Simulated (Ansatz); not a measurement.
# CdF: vertical and adiabatic energies of changing the electron count, by script

Aim: vertical and adiabatic energies of changing the electron count, for CdF, run from a script.

Program: the Python package of Ansatz 0.2.0. Level of theory: PBE+D3(BJ)/def2-SVP. These are calculated values, not measurements.

## (1) Starting point

Bond lengths: Cd1–F2 2.015 Å.

The script reads cdf.xyz:

```xyz
2

Cd    0.00000    0.00000    0.00000
F     0.00000    0.00000    2.01500
```

## (2) The code

The input, adiabatic_cdf.py:

```python
"""How CdF relaxes after losing an electron."""

import itertools

import ansatz as az
from ase.data import atomic_numbers, covalent_radii
import numpy as np

SETTINGS = {
    "basis": "def2-SVP",
    "functional": "pbe",
    "dispersion": "d3bj",
    "charge": 1,
}

mol = az.Crystal.molecule_from_extxyz("cdf.xyz")

model = (
    mol.calculation()
    .basis(gaussian=SETTINGS["basis"])
    .functional(SETTINGS["functional"], dispersion=SETTINGS["dispersion"])
    .spin("collinear", total=1)
)
symbols = [site.symbol for site in mol.cartesian_sites]
start = np.array([site.position_ang for site in mol.cartesian_sites], dtype=float)
r = model.relax(force_tolerance=0.01).run(threads=1).report
end = np.array(r["positions_ang"])

minimum = az.Crystal.molecule()
for symbol, place in zip(symbols, end):
    minimum = minimum.atom(symbol, place.tolist())
ion = minimum.calculation()
ion = ion.basis(gaussian=SETTINGS["basis"]).functional(SETTINGS["functional"], dispersion=SETTINGS["dispersion"])
ion = ion.charge(SETTINGS["charge"])
vertical = ion.run(threads=1).report
settled = ion.relax(force_tolerance=0.01, max_steps=80).run(threads=1).report
print(f"vertical ionisation energy   {vertical['free_energy_ev'] - r['free_energy_ev']:.3f} eV")
print(f"adiabatic, no zero point     {settled['free_energy_ev'] - r['free_energy_ev']:.3f} eV")
print(f"relaxation energy of the ion {vertical['free_energy_ev'] - settled['free_energy_ev']:.3f} eV")
ionised = np.array(settled["positions_ang"])
# pairs closer than 1.2 times the sum of covalent radii, before or after
radius = [covalent_radii[atomic_numbers[s]] for s in symbols]
span = lambda where, i, j: np.linalg.norm(where[i] - where[j])
bonded = [(i, j) for i, j in itertools.combinations(range(len(symbols)), 2) if min(span(end, i, j), span(ionised, i, j)) < 1.2 * (radius[i] + radius[j])]
print("pair        before    after (A)")
for i, j in bonded:
    print(f"{symbols[i]}{i}-{symbols[j]}{j}".ljust(10), f"{span(end, i, j):8.4f} {span(ionised, i, j):8.4f}")
```

## (3) What the engine is handed

The engine receives this input (first run):

```yaml
crystal:
  periodic: [false, false, false]
  atoms:
    - { symbol: Cd, position_ang: [0.0, 0.0, 0.0] }
    - { symbol: F, position_ang: [0.0, 0.0, 2.015] }
basis:
  gaussian:
    orbitals: def2-SVP
hamiltonian:
  xc: pbe
  dispersion: d3bj
magnetization:
  spin_polarized: true
  initial_magnetization: 1.0
relax:
  f_tol: 0.01
```

## (4) Launch

Run with:

```sh
$ python adiabatic_cdf.py
```

Without the output at hand: what should come out? Wanted: vertical ionisation energy; adiabatic ionisation energy, no zero point.

The runs gave:

| quantity | value |
| --- | --- |
| vertical ionisation energy | 9.052 eV |
| adiabatic ionisation energy, no zero point | 8.999 eV |
| runs compared | 3 |

**Reading.** The ionisation energy is a difference of two total energies at the neutral geometry; letting the ion relax lowers it by 0.05 eV. Run 1: The relaxation took 2 moves; the largest shift is 0.003 Å. The start was already close to the minimum. Run 3: The relaxation took 4 moves; the largest shift is 0.038 Å. Reading the output:
- The energies are electronic: no zero-point or thermal terms, and the basis set is short of its limit. The product may relax into another structure. The relaxation finds the nearest minimum, so the adiabatic value is an upper bound.
- def2 sets replace the cores of elements past krypton by effective core potentials.
- The species is open-shell (spin multiplicity 2).
- Only the spin states typed were run; another state of an ion can lie lower, by up to an eV or two.
- The spin state was assumed, and another may lie lower.
